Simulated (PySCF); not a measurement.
# Br²⁹⁺: dipole response in even-tempered 19s12p6d5f4g

How polarisable is Br²⁹⁺ at the levels listed below?

The numbers are computed with PySCF 2.14.0 (unrestricted determinants in a Gaussian basis, no spin-orbit coupling in the energies), except any that are marked as measured or tabulated.

### 1 The atom as given

- Element: bromine (Z = 35)
- Basis: an even-tempered Gaussian basis (19 s from 8.7 bohr⁻², ratio 2.2; 12 p from 11 bohr⁻², ratio 2.2; 6 d from 46 bohr⁻², ratio 2.4; 5 f from 69 bohr⁻², ratio 2.4; 4 g from 100 bohr⁻², ratio 2.4)
- Hamiltonian: the spin-free X2C one-electron Hamiltonian (Gaussian nucleus)
- State 1: Br²⁹⁺: [He] 2s2 2p2, high-spin 3P determinant
- Methods: UHF, PBE0

Outer shells as boxes (Hund's rule):

Br29+ [He] 2s2 2p2
```
[He] core
2s [↑↓]
2p [↑ ][↑ ][  ]
```

The runs were made by one driver on top of PySCF. The scripts below sum up each run's settings (the driver also hands on starting orbitals that pick excited configurations, and frozen orbitals as a list rather than a count), and the logs come from the driver's own runs. The driver starts from symmetry-adapted Hartree-Fock orbitals, holds the occupation by maximum overlap and uses a logarithmic radial grid for functionals, so a plain start would take other cycles.

The integrals over 156 functions and the set-up took 1.6 s of CPU time.

### 2 Br²⁹⁺: the ladder of methods

**UHF**

input.py

```python
from pyscf import gto, scf, dft, mp, cc
mol = gto.M(atom="Br 0 0 0", charge=29, spin=2, symmetry="D2h",
            basis=gto.etbs([(0, 19, 8.7, 2.2), (1, 12, 11, 2.2), (2, 6, 46, 2.4), (3, 5, 69, 2.4), (4, 4, 100, 2.4)]),
            nucmod="G")
mf = scf.UHF(mol).sfx2c1e()
mf.irrep_nelec = {'Ag': (2, 2), 'B1u': (1, 0), 'B2u': (1, 0)}
mf.kernel()
```

Output:

```text
damping factor = 0
level_shift factor = 0
DIIS = <class 'pyscf.scf.diis.CDIIS'>
diis_start_cycle = 1
diis_space = 10
diis_damp = 0
SCF conv_tol = 1e-09
SCF conv_tol_grad = None
number electrons alpha = 4  beta = 2
cycle= 1 E= -1753.64388217285  delta_E= -0.00428  |g|= 0.0326  |ddm|= 0.0059
cycle= 2 E= -1753.64389074722  delta_E= -8.57e-06  |g|= 0.00153  |ddm|= 0.000306
cycle= 3 E= -1753.64389076701  delta_E= -1.98e-08  |g|= 6.15e-06  |ddm|= 1.6e-05
cycle= 4 E= -1753.64389076701  delta_E= -2.27e-13  |g|= 3.95e-08  |ddm|= 5.55e-08
converged SCF energy = -1753.64389076701  <S^2> = 2.0001219  2S+1 = 3.0000813
```

It used 53 s of CPU time after the integrals (shared host).

The occupied shells:

```csv
shell,electrons,mean orbital energy (eV),spread (eV),rms radius (bohr)
1s α,1,-15557.8,0,0.0489
1s β,1,-15530.1,0,0.0489
2s α,1,-3491.2,0,0.193
2s β,1,-3436.0,0,0.193
2p α,2,-3347.0,0,0.168
```

⟨S²⟩ = 2.000, ⟨L²⟩ = 2.00.

The driver then solved the coupled dipole response at imaginary frequencies: mean α = 0.003787 bohr³ (xx, yy, zz: 0.004754, 0.003304, 0.003304), C₆ = 8.558e-05 au for a like pair.

Spin-orbit coupling is strong in this species (close to jj coupling), so the high-spin LS determinant is a model state, not a physical level.

**PBE0**

Changes to input.py:

```diff
@@ -4,3 +4,3 @@
             nucmod="G")
-mf = scf.UHF(mol).sfx2c1e()
+mf = dft.UKS(mol, xc="PBE0").sfx2c1e()
 mf.irrep_nelec = {'Ag': (2, 2), 'B1u': (1, 0), 'B2u': (1, 0)}
```

Output:

```text
damping factor = 0
level_shift factor = 0
DIIS = <class 'pyscf.scf.diis.CDIIS'>
diis_start_cycle = 1
diis_space = 10
diis_damp = 0
SCF conv_tol = 1e-09
SCF conv_tol_grad = None
number electrons alpha = 4  beta = 2
XC functionals = PBE0
    C. Adamo and V. Barone.,  J. Chem. Phys. 110, 6158 (1999)
    M. Ernzerhof and G. E. Scuseria.,  J. Chem. Phys. 110, 5029 (1999)
cycle= 1 E= -1753.67137154713  delta_E= -0.00442  |g|= 0.016  |ddm|= 0.00975
cycle= 2 E= -1753.67137311521  delta_E= -1.57e-06  |g|= 0.000398  |ddm|= 0.000148
cycle= 3 E= -1753.67137311638  delta_E= -1.17e-09  |g|= 3.2e-06  |ddm|= 3.97e-06
cycle= 4 E= -1753.67137311638  delta_E= -1.14e-12  |g|= 8.02e-08  |ddm|= 3.57e-08
converged SCF energy = -1753.67137311638  <S^2> = 2.0000579  2S+1 = 3.0000386
```

It used 55 s of CPU time after the integrals (shared host).

The driver then solved the coupled dipole response at imaginary frequencies: mean α = 0.003701 bohr³ (xx, yy, zz: 0.004707, 0.003198, 0.003198), C₆ = 8.292e-05 au for a like pair.

Radial density 4πr²ρ of Br²⁹⁺ at UHF:

```csv
r (bohr),density,spin density
0.000605,0.241,0.000
0.00102,0.600,0.000
0.00171,1.47,0.000
0.00288,3.51,0.000
0.00485,7.95,0.002
0.00815,16.5,0.015
0.0137,29.5,0.090
0.0231,40.8,0.489
0.0388,37.1,2.178
0.0652,21.9,6.925
0.110,22.8,12.432
0.185,19.8,8.508
0.310,3.14,1.152
0.522,0.0297,0.010
```

### 3 The response side by side

Br²⁹⁺, in atomic units:

```csv
method,mean α,C₆ (like pair),S(−4)
UHF,0.003787,8.558e-05,9.968e-05
PBE0,0.003701,8.292e-05,9.446e-05
```

α(iu) at PBE0:

```csv
u (hartree),α(iu) (bohr³)
0,0.003700
0.800,0.003641
1.60,0.003476
3.20,0.002957
4.80,0.002398
6.40,0.001932
8.00,0.001578
12.0,0.001052
16.0,0.0007968
24.0,0.0005723
40.0,0.0004145
```

### 4 What came out

| quantity | value |
| --- | --- |
| α of Br²⁹⁺ | 0.003701 (PBE0) to 0.003787 (UHF) bohr³ |

In words: A single London oscillator with the computed α and C₆ of Br²⁹⁺ at UHF would have ω = 4 C₆ / (3 α²) = 7.95 hartree. All values hold for this basis alone; no basis-set limit was taken.
